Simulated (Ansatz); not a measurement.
# ZnHgO2: the cost of one run

Method: DFT PBE, scalar-relativistic, plane waves, PAW, in Ansatz 0.2.0.

## (1) The structure to begin with

The structure is tetragonal, space group P4/mmm (No. 123). Conventional cell: a = 4.295 Å, b = 4.295 Å, c = 2.656 Å, α = 90.00°, β = 90.00°, γ = 90.00°. Zn (site symmetry 4/mmm) is surrounded by 4 O at 2.15 Å. Around Hg (site symmetry 4/mmm) lie 8 O at 2.52 Å and 2 Hg at 2.66 Å. O (site symmetry mmm) is surrounded by 2 Zn at 2.15 Å and 4 Hg at 2.52 Å.

Structure file:

```
CELL_PARAMETERS angstrom
4.29464 0.00000 0.00000
0.00000 4.29464 0.00000
0.00000 0.00000 2.65648
ATOMIC_POSITIONS crystal
Zn 0.00000 0.00000 0.00000
Hg 0.50000 0.50000 0.50000
O 0.50000 0.00000 0.00000
O 0.00000 0.50000 0.00000
```

A structure generator made this guess: perovskite family, infinite layers (P4/mmm, No. 123). The dimensions are guesses.

## (2) The guess as it stands, on a coarse mesh

Input file input.yaml:

```yaml
crystal:
  lattice:
    - [4.29463617, 0.0, 0.0]
    - [0.0, 4.29463617, 0.0]
    - [0.0, 0.0, 2.65648163]
  atoms:
    - { symbol: Zn, position: [0.0, 0.0, 0.0] }
    - { symbol: Hg, position: [0.5, 0.5, 0.5] }
    - { symbol: O, position: [0.5, 0.0, 0.0] }
    - { symbol: O, position: [0.0, 0.5, 0.0] }
basis:
  ecutwfc: 420
kpoints:
  mp_grid: { grid: [4, 4, 6] }
hamiltonian:
  xc: pbe
scf:
  occupations: { method: gaussian, width: 0.1 }
  lower_state_search: "off"
output:
  forces: true
  stress: true
  eigenvalues: true
```

Launch:

```sh
ansatz run input.yaml --threads 1 --pin off --max-ram 2048MiB --backend cpu --events-out ev --progress --plain --runs-dir out
```

**Question.** How long does this run take on 1 thread of Arm Neoverse V2, shared host, and how much memory does it need?

About 1.8 s, with a peak of 0.32 GiB.
